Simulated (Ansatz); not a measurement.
Runs of Ansatz 0.2.0 on Hf2Pd2Se2Br2O3. The typed cell holds 11 atoms: a = 5.607 Å, b = 5.574 Å, c = 8.642 Å, α = 75.02°, β = 81.24°, γ = 74.12°. The cell was built by a generator and needn't be a form met in nature.

| potentials or basis | cutoff (eV) | gap on the mesh (eV) | pressure (GPa) | largest force (eV/Å) |
| --- | --- | --- | --- | --- |
| Ansatz PAW earlier set | 900 | none | -0.1 | 0.04 |
| JTH PAW | 1380 | none | (a) | 0.09 |
| PseudoDojo standard (PBE files) | 1170 | none | -0.5 | (b) |
| SPMS NC | 1034 | none | -0.4 | 0.24 |
| Ansatz NC | 1240 | none | -0.1 | (c) |

Alike in all rows: task single point; level PBE; no spin polarisation; cell as given; k mesh 5 × 5 × 4; smearing fermi-dirac 0.05 eV.

Q: Estimate the missing entries.

A: (a) -0.3; (b) 0.23; (c) 0.07.

A k mesh can miss the band edges, and the runs leave out spin-orbit coupling on Br, Hf, Pd, Se.

A gap of «none» marks a metal or a gap under the smearing width.

Not every run made on this cell is shown here.
